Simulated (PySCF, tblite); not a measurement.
# C4H9BrOSi2: geometry, infrared bands and NMR shifts

What infrared bands and NMR shifts should C4H9BrOSi2 (`COC1=C(C)[Si@@H](Br)[SiH2]1`) show?

Programs: tblite 0.8.0 and PySCF 2.14.0, with density-fitted response routines of our own. Each step states its level of theory. These are calculated values for one molecule in the gas phase, unless marked as measured. Atoms are numbered from 0 throughout.

## Step 1: Starting geometry

17 atoms, charge 0, multiplicity 1; geometry from: force field or distance geometry start.

Bonds of the start (Å): C0–O1 1.44, O1–C2 1.46, C2–C3 1.28, C3–C4 1.54, C3–Si5 1.77, Si5–Br6 2.24, Si5–Si7 2.15, Si7–C2 1.76, C0–H8 1.12, C0–H9 1.12, C0–H10 1.10, C4–H11 1.10, C4–H12 1.11, C4–H13 1.09, Si5–H14 1.49, Si7–H15 1.48, Si7–H16 1.49.

## Step 2: Relaxing the molecule with GFN2-xTB

Job settings and geometry (Å):

```
{"job": {"kind": "relax", "xc": "GFN2-xTB", "basis": "xTB"}, "charge": 0, "multiplicity": 1}
C      2.463500     0.159900    -0.670400
O      1.171400     0.094500    -1.300200
C      0.052500    -0.343600    -0.470300
C     -0.704000     0.438500     0.202800
C     -0.575500     1.967600     0.333200
Si    -1.855400    -0.685900     0.940300
Br    -3.968300    -0.676100     0.192600
Si    -0.575700    -1.964900    -0.212200
H      3.237900     0.502600    -1.406200
H      2.402800     0.954400     0.110600
H      2.798000    -0.804900    -0.265100
H     -1.375100     2.271400     1.021000
H     -0.744300     2.311900    -0.706100
H      0.432200     2.239600     0.638900
H     -1.737500    -0.917200     2.410800
H      0.268000    -2.936100     0.526000
H     -1.297500    -2.599800    -1.355600
```

On the command line:

```console
$ OMP_NUM_THREADS=1 python probes_run.py task.json out
```

This one command runs all jobs of the session in turn.

Log:

```text
step      E/eV     max force
  0    -671.59565    7.165
  1    -672.46252    4.141
  2    -672.66898    0.784
  3    -672.73661    0.759
  4    -672.85180    0.901
  5    -672.90718    0.749
  6    -672.95388    0.482
  7    -672.98728    0.560
  8    -673.02443    0.561
  9    -673.05802    0.640
 10    -673.08514    0.509
 11    -673.10229    0.340
 12    -673.11242    0.278
 13    -673.12010    0.227
 14    -673.12769    0.199
 15    -673.13335    0.197
 16    -673.13685    0.136
 17    -673.13894    0.125
 18    -673.14041    0.108
 19    -673.14159    0.078
 20    -673.14257    0.075
 21    -673.14342    0.064
 22    -673.14420    0.071
 23    -673.14497    0.076
 24    -673.14568    0.070
 25    -673.14627    0.057
 26    -673.14672    0.057
 27    -673.14708    0.054
 28    -673.14742    0.051
 29    -673.14781    0.060
 30    -673.14824    0.050
 31    -673.14871    0.059
 32    -673.14922    0.067
 33    -673.14981    0.071
 34    -673.15053    0.082
 35    -673.15140    0.085
 36    -673.15238    0.085
 37    -673.15334    0.079
 38    -673.15417    0.064
 39    -673.15490    0.068
 40    -673.15570    0.065
 41    -673.15666    0.102
 42    -673.15786    0.134
 43    -673.15931    0.137
 44    -673.16098    0.113
 45    -673.16284    0.101
 46    -673.16463    0.084
 47    -673.16622    0.082
 48    -673.16814    0.115
 49    -673.17163    0.197
 50    -673.15884    0.831
 51    -673.18089    0.248
 52    -673.18710    0.240
 53    -673.20609    0.623
 54    -673.21654    0.200
 55    -673.22412    0.251
 56    -673.24038    0.437
 57    -673.25200    0.194
 58    -673.26181    0.192
 59    -673.27049    0.220
 60    -673.27966    0.222
 61    -673.29048    0.277
 62    -673.30140    0.226
 63    -673.30353    0.659
 64    -673.31461    0.216
 65    -673.31995    0.159
 66    -673.33049    0.229
 67    -673.33465    0.178
 68    -673.34191    0.177
 69    -673.34657    0.175
 70    -673.35150    0.177
 71    -673.35643    0.174
 72    -673.35960    0.115
 73    -673.36181    0.123
 74    -673.36294    0.106
 75    -673.36560    0.135
 76    -673.36885    0.156
 77    -673.37128    0.123
 78    -673.37344    0.106
 79    -673.37533    0.106
 80    -673.37754    0.108
 81    -673.38038    0.131
 82    -673.38323    0.116
 83    -673.38509    0.099
 84    -673.38611    0.072
 85    -673.38686    0.071
 86    -673.38771    0.076
 87    -673.38866    0.095
 88    -673.38953    0.085
 89    -673.39032    0.080
 90    -673.39124    0.076
 91    -673.39252    0.099
 92    -673.39424    0.131
 93    -673.39605    0.120
 94    -673.39755    0.091
 95    -673.39854    0.071
 96    -673.39946    0.071
 97    -673.40058    0.087
 98    -673.40187    0.080
 99    -673.40296    0.074
100    -673.40411    0.086
101    -673.40528    0.072
102    -673.40652    0.082
103    -673.40764    0.069
104    -673.40842    0.053
105    -673.40875    0.073
106    -673.40919    0.052
107    -673.40953    0.048
108    -673.41014    0.042
109    -673.41072    0.056
110    -673.41138    0.070
111    -673.41209    0.071
112    -673.41291    0.067
113    -673.41366    0.103
114    -673.41454    0.085
115    -673.41547    0.065
116    -673.41611    0.047
117    -673.41644    0.040
118    -673.41677    0.038
119    -673.41696    0.038
120    -673.41716    0.035
121    -673.41725    0.029
122    -673.41732    0.021
123    -673.41737    0.016
124    -673.41741    0.017
125    -673.41746    0.020
126    -673.41750    0.022
127    -673.41756    0.024
128    -673.41764    0.024
129    -673.41775    0.023
130    -673.41787    0.023
131    -673.41800    0.024
132    -673.41814    0.026
133    -673.41828    0.024
134    -673.41837    0.023
135    -673.41838    0.042
136    -673.41845    0.020
137    -673.41849    0.014
138    -673.41858    0.019
139    -673.41865    0.025
140    -673.41877    0.028
141    -673.41892    0.027
142    -673.41910    0.031
143    -673.41926    0.069
144    -673.41908    0.100
145    -673.41962    0.035
146    -673.41980    0.033
147    -673.42027    0.028
148    -673.42038    0.028
149    -673.42077    0.034
150    -673.42111    0.042
151    -673.42148    0.041
152    -673.42176    0.041
153    -673.42200    0.033
154    -673.42216    0.042
155    -673.42228    0.022
156    -673.42236    0.018
157    -673.42245    0.017
158    -673.42252    0.023
159    -673.42262    0.029
160    -673.42273    0.028
161    -673.42288    0.025
162    -673.42304    0.027
163    -673.42320    0.028
164    -673.42331    0.055
165    -673.42343    0.054
166    -673.42363    0.032
167    -673.42378    0.021
168    -673.42412    0.042
169    -673.42433    0.030
170    -673.42480    0.043
171    -673.42519    0.083
172    -673.42568    0.128
173    -673.42632    0.094
174    -673.42670    0.083
175    -673.42739    0.045
176    -673.42821    0.090
177    -673.42859    0.139
178    -673.42922    0.115
179    -673.43001    0.059
180    -673.43046    0.051
181    -673.43101    0.069
182    -673.43128    0.044
183    -673.43150    0.040
184    -673.43197    0.034
185    -673.43220    0.037
186    -673.43251    0.043
187    -673.43286    0.052
188    -673.43335    0.058
189    -673.43403    0.064
190    -673.43487    0.069
191    -673.43548    0.102
192    -673.43643    0.051
193    -673.43706    0.050
194    -673.43778    0.063
195    -673.43848    0.058
196    -673.43925    0.075
197    -673.44006    0.067
198    -673.44055    0.107
199    -673.44146    0.091
200    -673.44187    0.044
201    -673.44214    0.023
202    -673.44220    0.024
203    -673.44225    0.022
204    -673.44229    0.019
205    -673.44232    0.017
206    -673.44236    0.015
207    -673.44239    0.015
208    -673.44243    0.016
209    -673.44247    0.022
210    -673.44251    0.017
211    -673.44254    0.020
212    -673.44257    0.012
213    -673.44261    0.013
214    -673.44264    0.013
215    -673.44269    0.016
216    -673.44273    0.013
217    -673.44277    0.015
218    -673.44281    0.013
219    -673.44284    0.019
220    -673.44287    0.009
```

Wall time 3.8 s (1 thread of Arm Neoverse N1, shared host); peak memory 0.18 GiB.

Relaxation path: (not every step is listed)

| step | energy from step 0 (eV) | largest force (eV/Å) |
| --- | --- | --- |
| 0 | 0.0000 | 7.1649 |
| 1 | -0.8669 | 4.1414 |
| 2 | -1.0733 | 0.7843 |
| 3 | -1.1410 | 0.7591 |
| 4 | -1.2562 | 0.9005 |
| 5 | -1.3115 | 0.7487 |
| 6 | -1.3582 | 0.4822 |
| 7 | -1.3916 | 0.5602 |
| 8 | -1.4288 | 0.5608 |
| 28 | -1.5518 | 0.0512 |
| 48 | -1.5725 | 0.1149 |
| 68 | -1.7463 | 0.1770 |
| 88 | -1.7939 | 0.0850 |
| 108 | -1.8145 | 0.0416 |
| 128 | -1.8220 | 0.0244 |
| 148 | -1.8247 | 0.0279 |
| 168 | -1.8285 | 0.0423 |
| 188 | -1.8377 | 0.0576 |
| 208 | -1.8468 | 0.0162 |
| 215 | -1.8470 | 0.0158 |
| 216 | -1.8471 | 0.0134 |
| 217 | -1.8471 | 0.0149 |
| 218 | -1.8472 | 0.0132 |
| 219 | -1.8472 | 0.0194 |
| 220 | -1.8472 | 0.0093 |

Close pairs (by a distance rule), those that changed most:

| bond | before (Å) | after (Å) | change (Å) |
| --- | --- | --- | --- |
| Si5–Si7 | 2.145 | 2.324 | +0.179 |
| C2–Si7 | 1.758 | 1.910 | +0.152 |
| C3–Si5 | 1.770 | 1.888 | +0.117 |
| O1–C2 | 1.460 | 1.357 | -0.103 |
| C2–C3 | 1.279 | 1.355 | +0.076 |
| C3–C4 | 1.540 | 1.489 | -0.051 |
| C0–O1 | 1.439 | 1.403 | -0.036 |
| C0–H8 | 1.122 | 1.089 | -0.033 |

The final coordinates are the input of the step that follows.

## Step 3: Infrared spectrum with GFN2-xTB

Job settings and geometry (Å):

```
{"job": {"kind": "ir", "xc": "GFN2-xTB", "basis": "xTB"}, "charge": 0, "multiplicity": 1}
C      2.451379    -0.283572    -0.993921
O      1.442674     0.570396    -0.523027
C      0.314674    -0.029958    -0.064854
C     -0.765875     0.661183     0.372608
C     -0.914089     2.141996     0.413165
Si    -1.962770    -0.700092     0.899787
Br    -3.833210    -0.711173    -0.351497
Si    -0.115490    -1.881052     0.128874
H      3.277077     0.354537    -1.305230
H      2.794684    -0.965032    -0.208744
H      2.107188    -0.872468    -1.850234
H     -1.079447     2.481810     1.436654
H     -1.776360     2.451529    -0.179295
H     -0.022620     2.625814     0.019250
H     -2.540196    -0.586309     2.238474
H      0.734840    -2.602623     1.082385
H     -0.119457    -2.642955    -1.124306
```

Log:

```text
mode    cm-1     km/mol
  1      38.9      1.13
  2      65.6      4.84
  3      71.4      5.95
  4      96.3      0.48
  5     125.4      1.90
  6     157.3      1.92
  7     175.1      0.52
  8     246.2      2.49
  9     262.3      0.43
 10     327.9     27.89
 11     370.2      9.85
 12     394.9     11.48
 13     431.3      4.92
 14     452.8     12.21
 15     457.7     29.05
 16     497.7    215.77
 17     534.5     10.97
 18     567.7     25.26
 19     636.5    296.82
 20     692.6    263.05
 21     765.6     61.64
 22     795.7    261.55
 23    1020.9      1.10
 24    1025.8     22.91
 25    1035.1      7.10
 26    1127.7      2.97
 27    1147.9    105.91
 28    1184.0     10.51
 29    1222.8    208.20
 30    1396.9      4.34
 31    1409.4      2.23
 32    1470.5     11.50
 33    1477.3      7.41
 34    1477.8     13.94
 35    1479.2      1.59
 36    1588.8    130.52
 37    2197.3    379.77
 38    2215.3    156.54
 39    2235.5    418.43
 40    2928.9     43.26
 41    2945.2     37.01
 42    2978.8     26.50
 43    2995.0     25.37
 44    3026.0     20.52
 45    3030.6     17.70
```

Run time: 1.4 s. Hardware: 1 thread of Arm Neoverse N1, shared host; peak memory 0.18 GiB.

The strongest bands and the atoms that carry them (share of the mass-weighted mode):

| cm⁻¹ | km/mol | atoms |
| --- | --- | --- |
| 498 | 215.8 | H14 43 %, Si5 17 % |
| 636 | 296.8 | H16 30 %, H15 30 %, Si7 15 %, H14 15 % |
| 693 | 263.1 | H14 89 % |
| 796 | 261.6 | H16 48 %, H15 46 % |
| 1223 | 208.2 | C2 39 %, O1 21 %, C3 18 % |
| 2197 | 379.8 | H15 71 %, H16 23 % |
| 2215 | 156.5 | H16 68 %, H15 26 % |
| 2236 | 418.4 | H14 91 % |

## Step 4: Shielding tensors: PBE0/pcSseg-1

Same as in step 3 but for these lines:

```diff
@@ -1,2 +1,2 @@
-{"job": {"kind": "ir", "xc": "GFN2-xTB", "basis": "xTB"}, "charge": 0, "multiplicity": 1}
+{"job": {"kind": "nmr", "xc": "PBE0", "basis": "pcSseg-1"}, "charge": 0, "multiplicity": 1}
 C      2.451379    -0.283572    -0.993921
```

With the program's defaults for keys left out, this is: GIAO PBE0/pcSseg-1 NMR shielding, non-relativistic, gas phase.

Log:

```text
coarse grid: 68304 points
cycle   1  E = -3385.0099963944  dE = -2.614e-01  |g| = 8.609e-01  |ddm| = 3.967e+00
cycle   2  E = -3384.9427861735  dE =  6.721e-02  |g| = 8.494e-01  |ddm| = 1.286e+00
cycle   3  E = -3385.0686011239  dE = -1.258e-01  |g| = 2.772e-01  |ddm| = 1.016e+00
cycle   4  E = -3385.0828629524  dE = -1.426e-02  |g| = 4.595e-02  |ddm| = 2.302e-01
cycle   5  E = -3385.0830667103  dE = -2.038e-04  |g| = 2.694e-02  |ddm| = 5.935e-02
cycle   6  E = -3385.0832364479  dE = -1.697e-04  |g| = 5.729e-03  |ddm| = 2.939e-02
cycle   7  E = -3385.0832440612  dE = -7.613e-06  |g| = 1.683e-03  |ddm| = 7.544e-03
final grid: 141320 points
cycle   8  E = -3385.0832972565  dE =  7.813e-07  |g| = 2.390e-03  |ddm| = 4.875e-03
cycle   9  E = -3385.0832944896  dE =  2.767e-06  |g| = 4.002e-03  |ddm| = 7.159e-03
cycle  10  E = -3385.0832987585  dE = -4.269e-06  |g| = 5.469e-04  |ddm| = 4.620e-03
cycle  11  E = -3385.0832988272  dE = -6.864e-08  |g| = 4.504e-05  |ddm| = 4.841e-04
cycle  12  E = -3385.0832988276  dE = -4.638e-10  |g| = 9.927e-06  |ddm| = 5.243e-05
converged SCF energy = -3385.0832988276

GIAO shielding tensors (ppm)
atom      isotropic    diamagn.    paramagn.     s11        s22        s33       span
  0 C      127.015     245.537    -118.522     95.009    102.800    183.236     88.227
  1 O      196.950     399.773    -202.823     37.824    265.835    287.190    249.366
  2 C        8.023     261.705    -253.682    -71.674     19.261     76.482    148.156
  3 C       35.319     265.214    -229.895    -53.779     35.150    124.585    178.364
  4 C      171.233     245.730     -74.497    151.139    176.135    186.425     35.286
  5 Si     363.920     879.451    -515.531    281.195    374.942    435.624    154.430
  6 Br    2682.002    3125.103    -443.101   2476.137   2687.821   2882.050    405.913
  7 Si     404.136     882.199    -478.062    357.152    390.817    464.440    107.288
  8 H       27.697      28.316      -0.619     23.767     25.693     33.630      9.863
  9 H       27.831      29.799      -1.967     24.396     26.160     32.938      8.542
 10 H       27.761      29.912      -2.151     24.339     26.090     32.855      8.516
 11 H       30.129      28.483       1.646     25.886     27.876     36.625     10.740
 12 H       29.845      28.655       1.191     24.830     29.529     35.176     10.346
 13 H       29.089      30.517      -1.428     23.510     29.683     34.072     10.561
 14 H       25.604      28.214      -2.610     20.529     24.444     31.839     11.310
 15 H       26.670      29.668      -2.998     23.300     24.966     31.744      8.444
 16 H       26.707      29.674      -2.966     23.573     25.178     31.372      7.799
```

Wall time 80 s (1 thread of Arm Neoverse N1, shared host); peak memory 1.1 GiB.

Shifts follow as δ = σ(reference) − σ, with reference shieldings (ppm) from runs at the same level and on the same kind of geometry: ¹H TMS 31.72, ¹³C TMS 186.9, ²⁹Si TMS 349.2, ¹⁷O H2O 336.1, ⁷⁹Br HBr 2622. The references are single molecules in the gas phase, so shifts against H2O, NH3, PH3, H3PO4 or CFCl3 are not on the usual liquid scales and can be off by tens of ppm. Atoms listed in one row are averaged.

| atoms | environment | σ (ppm) | δ (ppm) | δ scaled to CDCl3 |
| --- | --- | --- | --- | --- |
| C2 | alkene carbon bearing oxygen | 8.0 | 178.9 | 172.7 |
| C3 | β carbon of an enol-ether or enamine type C=C | 35.3 | 151.6 | 146.1 |
| C0 | methyl carbon bonded to O | 127.0 | 59.9 | 56.6 |
| C4 | allylic methyl carbon | 171.2 | 15.7 | 13.4 |
| H14 | hydrogen on a silicon bonded to C, Br, Si, in a 4-membered ring | 25.60 | 6.11 | – |
| H15 | hydrogen on a silicon bonded to C, Si, in a 4-membered ring | 26.67 | 5.05 | – |
| H16 | hydrogen on a silicon bonded to C, Si, in a 4-membered ring | 26.71 | 5.01 | – |
| H8, H9, H10 | hydrogen on a methyl carbon bonded to O | 27.76 | 3.95 | 3.83 |
| H11, H12, H13 | hydrogen on an allylic methyl carbon | 29.69 | 2.03 | 2.02 |
| O1 | ether oxygen | 196.9 | 139.1 | – |
| Si5 | silicon bonded to C, Br, Si, H, in a 4-membered ring | 363.9 | -14.8 | – |
| Si7 | silicon bonded to C, Si, 2 H, in a 4-membered ring | 404.1 | -55.0 | – |
| Br6 | bromine bonded to Si | 2682 | -60 | – |

The scaled column applies a straight-line fit of computed shieldings to shifts measured in CDCl3, with any fitted terms for Cl, Br or S neighbours (root-mean-square error 0.16 ppm for H, 1.9 ppm for C).

The run also stored atomic charges by several schemes (e):

| atoms | Mulliken | IAO | Hirshfeld | ESP fit |
| --- | --- | --- | --- | --- |
| C0 | -0.04 | -0.20 | -0.03 | -0.26 |
| O1 | -0.45 | -0.32 | -0.10 | -0.13 |
| C2 | 0.00 | -0.05 | -0.02 | -0.06 |
| C3 | -0.55 | -0.29 | -0.11 | 0.02 |
| C4 | -0.15 | -0.43 | -0.12 | -0.35 |
| Si5 | 0.64 | 0.56 | 0.24 | 0.00 |
| Br6 | -0.38 | -0.28 | -0.15 | -0.16 |
| Si7 | 0.32 | 0.41 | 0.23 | 0.32 |

Mayer bond orders: C0–O1 0.90, O1–C2 1.01, C2–C3 1.69, C3–C4 1.05, C3–Si5 0.90, Si5–Br6 0.88, Si5–Si7 0.91, Si7–C2 0.89.

Ring of atoms C2, C3, Si5, Si7: NICS(0) -4.4, NICS(1) -4.2, NICS(1)zz 2.6 ppm (means of both faces).

## Step 5: Summary of results

```
                                                              quantity                             value
                             strongest single infrared mode (GFN2-xTB)             2236 cm⁻¹, 418 km/mol
                                          zero-point energy (GFN2-xTB)                     72.6 kcal/mol
                                ¹³C shifts against TMS (PBE0/pcSseg-1)      178.9, 151.6, 59.9, 15.7 ppm
¹H shifts against TMS (PBE0/pcSseg-1, means over atoms taken as alike)  6.11, 5.05, 5.01, 3.95, 2.03 ppm
                                ¹⁷O shifts against H2O (PBE0/pcSseg-1)                         139.1 ppm
                               ²⁹Si shifts against TMS (PBE0/pcSseg-1)                  -14.8, -55.0 ppm
                               ⁷⁹Br shifts against HBr (PBE0/pcSseg-1)                           -60 ppm
```

In words: Over 220 steps the energy fell by 1.847 eV; of the close pairs, Si5–Si7 changed most, 2.145 to 2.324 Å. All 45 modes are real, so the xTB geometry is a minimum. The strongest single mode, at 2236 cm⁻¹, moves mainly H14. GFN2-xTB is a fitted tight-binding method: band positions and strengths are rough. Its intensities can rank the bands wrongly. C2 (alkene carbon bearing oxygen) lies farthest downfield among carbon, at 178.9 ppm; an sp2 carbon further deshielded by the attached heteroatom. At PBE0/pcSseg-1: The largest span, 406 ppm, is at Br6, where the paramagnetic term is -443 ppm. Spin-orbit coupling is left out, which matters for shieldings and couplings at and beside the heavy atoms.
